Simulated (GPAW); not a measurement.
TaTe in GPAW: the effect of target pressure

The system is TaTe.

```
Ta Te
1.0
     3.42009    0.00000    0.00000
     0.00000    3.42009    0.00000
     0.00000    0.00000    3.42009
Ta Te
1 1
Direct
  0.50000 0.50000 0.50000
  0.00000 0.00000 0.00000
```

The cell was built by a generator and needn't be a form met in nature.

Alike in all runs:

| Quantity | Value |
| --- | --- |
| Program | GPAW 26.7.0 |
| Task | relaxation of cell and atoms |
| Functional | LDA |
| Potentials or basis | the program's PAW data sets (release 1.2.1) made for this functional |
| Cutoff | 600 eV |
| Basis | pw |
| k mesh | 8 × 8 × 8 |
| Occupations | fermi-dirac, width 0.05 eV |
| Spin | no spin polarisation |

Each run relaxes the cell or the atoms first.

```csv
target pressure,target pressure,relaxed volume (Å³/atom)
0 GPa,-,18.81
2 GPa,2 GPa,?
5 GPa,5 GPa,18.30
10 GPa,10 GPa,17.85
20 GPa,20 GPa,17.09
30 GPa,30 GPa,16.47
```

Problem. What does the run with target pressure 2 GPa give?

Solution. Relaxed volume 18.60 Å³/atom.

Worked out: In Murnaghan's law V^(-B') rises as a straight line in P. The other rows fit best with B' = 3.9, V0 = 18.81 Å³/atom and B0 = 172 GPa, which gives 18.60 Å³/atom at 2 GPa, against the run's 18.60.

Caveats: later steps reuse the first step's grids; the volume moved by over 15 % at a fixed basis, so the end points are rough (some runs).
